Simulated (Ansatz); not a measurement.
Task: a search for lower mean-field states of BrClHSn, SMILES [Cl][SnH][Br], with the Ansatz DFT code, driven from Python. Give the script and its output. Level of theory (for the species named): PBE0, def2-SVP basis, multiplicity 2.

```xyz
4

Cl   -2.1345    0.1333   -0.1146
Sn    0.1224    0.0215   -0.5641
Br    1.1012   -1.7814    0.8597
H     0.9665    1.5663   -0.2013
```

`states_brclhsn.py`
```python
'''Restricted and unrestricted solutions of BrClHSn, stretched and not.'''

import ansatz as az
import numpy as np


def main() -> None:
    brclhsn = (
        az.Crystal.molecule()
        .atom('Cl', [-2.1345, 0.1333, -0.1146])
        .atom('Sn', [0.1224, 0.0215, -0.5641])
        .atom('Br', [1.1012, -1.7814, 0.8597])
        .atom('H', [0.9665, 1.5663, -0.2013])
    )
    symbols = [site.symbol for site in brclhsn.cartesian_sites]

    start = np.array([site.position_ang for site in brclhsn.cartesian_sites])
    for factor in [1.0, 1.3]:
        xyz = (start - start.mean(axis=0)) * factor
        scaled = az.Crystal.molecule()
        for symbol, place in zip(symbols, xyz):
            scaled = scaled.atom(symbol, place.tolist())
        calculation = scaled.calculation().basis(gaussian='def2-SVP').functional('pbe0').spin('collinear', total=1)
        for search in ('off', 'standard'):
            try:
                r = calculation.scf(lower_state_search=search).run(threads=1, pin='off').report
            except az.AnsatzError as error:
                print(f'x{factor} search {search}: {type(error).__name__}')
                continue
            state = r['mean_field']['state']
            print(f'all distances x{factor}, search {search:8s} E = {r["free_energy_ev"]:.5f} eV  <S^2> = {abs(state["spin_squared"]):.3f}  other states met: {len(r["mean_field"]["others"])}')


if __name__ == '__main__':
    main()
```

```console
$ python states_brclhsn.py
all distances x1.0, search off      E = -88393.71169 eV  <S^2> = 0.755  other states met: 0
all distances x1.0, search standard E = -88393.71169 eV  <S^2> = 0.755  other states met: 0
all distances x1.3, search off      E = -88390.60361 eV  <S^2> = 0.803  other states met: 0
all distances x1.3, search standard E = -88390.60361 eV  <S^2> = 0.803  other states met: 7
```

What to keep in mind:
- Total energies depend on the basis set; only differences at equal settings carry meaning.
- The count of other states can hold repeated and symmetry-equivalent ends of the search; scaling all distances is a test, and for more than two atoms no physical path.
- The geometry comes from a force field and isn't relaxed at this level.
- def2 sets replace the cores of elements past krypton by effective core potentials.
- The run takes the species as open-shell (spin multiplicity 2), which needn't be its ground state.
- The expectation value of S² is noticeably off S(S+1) in at least one run, so that state is spin-contaminated.
- The whole script took 26 s on 1 thread of Arm Neoverse V1, with other jobs on the host, peak memory 0.34 GiB.
